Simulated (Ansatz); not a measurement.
# Cu: the cost of one run

Computed with Ansatz 0.2.0 (DFT PBEsol, scalar-relativistic, plane waves, PAW, unless a step's input says otherwise).

## 1. The structure to begin with

It takes space group Fm-3m (No. 225, cubic). The conventional cell has a = 3.610 Å, b = 3.610 Å, c = 3.610 Å, α = 90.00°, β = 90.00°, γ = 90.00°. Cu (site symmetry m-3m) has 12 Cu at 2.55 Å as nearest neighbours.

Structure file:

```cif
data_structure
_symmetry_space_group_name_H-M 'P 1'
_symmetry_Int_Tables_number 1
_cell_length_a 2.5527
_cell_length_b 2.5527
_cell_length_c 2.5527
_cell_angle_alpha 60.000
_cell_angle_beta 60.000
_cell_angle_gamma 60.000
_cell_volume 11.76
loop_
_atom_site_label
_atom_site_type_symbol
_atom_site_fract_x
_atom_site_fract_y
_atom_site_fract_z
_atom_site_occupancy
Cu1 Cu 0.00000 0.00000 0.00000 1
```

## 2. Relaxing cell and atoms: Cu, no spin

input.yaml

```yaml
crystal:
  lattice:
    - [0.0, 1.805, 1.805]
    - [1.805, 0.0, 1.805]
    - [1.805, 1.805, 0.0]
  atoms:
    - { symbol: Cu, position: [0.0, 0.0, 0.0] }
scf:
  occupations: { method: gaussian, width: 0.1 }
output:
  forces: true
  stress: true
  eigenvalues: true
  write_density: true
  write_potential: true
  elf: true
  volumetric_format: npy
kpoints:
  mp_grid: { grid: [38, 38, 38] }
hamiltonian:
  xc: pbesol
relax:
  f_tol: 0.003
  max_steps: 60
  cell: { stress_tol: 0.02 }
```

On the command line:

```console
$ ansatz run input.yaml --threads 8 --pin off --max-ram 24576MiB --backend cpu --events-out ev --progress --plain --runs-dir out
```

**Question.** How long does this run take on 8 threads of Intel Xeon Platinum 8488C (Sapphire Rapids), shared host, and how much memory does it need?

About 14 s, with a peak of 0.65 GiB.
